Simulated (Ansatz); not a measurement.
# In: the cost of one run

Program: Ansatz 0.2.0. Level of theory: DFT PBEsol, scalar-relativistic. These are calculated values, not measurements.

## (1) The system as given

The structure is trigonal, space group R-3m (No. 166). Conventional cell: a = 3.339 Å, b = 3.339 Å, c = 24.622 Å, α = 90.00°, β = 90.00°, γ = 120.00°. Around In (site symmetry -3m) lie 12 In at 3.34 to 3.35 Å. In (site symmetry 3m) has 12 In at 3.34 to 3.35 Å as nearest neighbours.

As a file:

```cif
data_structure
_symmetry_space_group_name_H-M 'R-3m:H'
_symmetry_Int_Tables_number 166
_cell_length_a 3.3393
_cell_length_b 3.3393
_cell_length_c 24.6224
_cell_angle_alpha 90.000
_cell_angle_beta 90.000
_cell_angle_gamma 120.000
_cell_volume 237.77
loop_
_atom_site_label
_atom_site_type_symbol
_atom_site_symmetry_multiplicity
_atom_site_Wyckoff_symbol
_atom_site_fract_x
_atom_site_fract_y
_atom_site_fract_z
_atom_site_occupancy
In1 In 3 a 0.00000 0.00000 0.00000 1
In2 In 6 c 0.00000 0.00000 0.77801 1
```

The file gives the conventional cell by its symmetry; the runs use the cell typed in the input.

Atoms are numbered in the order of the input: In1, In2, In3.

## (2) Volume × 0.96, LAPW

Input file input.yaml:

```yaml
crystal:
  lattice:
    - [1.6470713907, 0.9509371108, 8.0965379867]
    - [-1.6470713907, 0.9509371108, 8.0965379867]
    - [0.0, -1.9018742216, 8.0965379867]
  atoms:
    - { symbol: In, position: [0.0, 0.0, 0.0] }
    - { symbol: In, position: [0.77801224, 0.77801224, 0.77801224] }
    - { symbol: In, position: [0.22198776, 0.22198776, 0.22198776] }
kpoints:
  mp_grid: { grid: [14, 14, 14] }
  band_path:
    path:
      - [0.0, 0.0, 0.0]
      - [0.5, 0.5, 0.5]
      - [0.824137023, 0.175862977, 0.5]
      - [0.5, -0.175862977, 0.175862977]
      - [0.5, 0.0, 0.0]
      - [0.0, 0.0, 0.0]
      - [0.3379314885, -0.3379314885, 0.0]
      - [0.6620685115, 0.0, 0.3379314885]
      - [0.5, 0.0, 0.5]
    npoints: 5
scf:
  occupations: { method: fermi_dirac, width: 0.05 }
hamiltonian:
  xc: pbesol
  pseudopotentials: { kind: all_electron, lapw: { basis_error: 0.0005 } }
output:
  forces: true
  stress: true
  eigenvalues: true
```

Command:

```
ansatz run input.yaml --threads 1 --pin off --max-ram 6144MiB --backend cpu --events-out ev --progress --plain --runs-dir out
```

Q: Estimate wall time and peak memory on 1 thread of Arm Neoverse V2, shared host.

About 2.1 min, with a peak of 1.2 GiB.
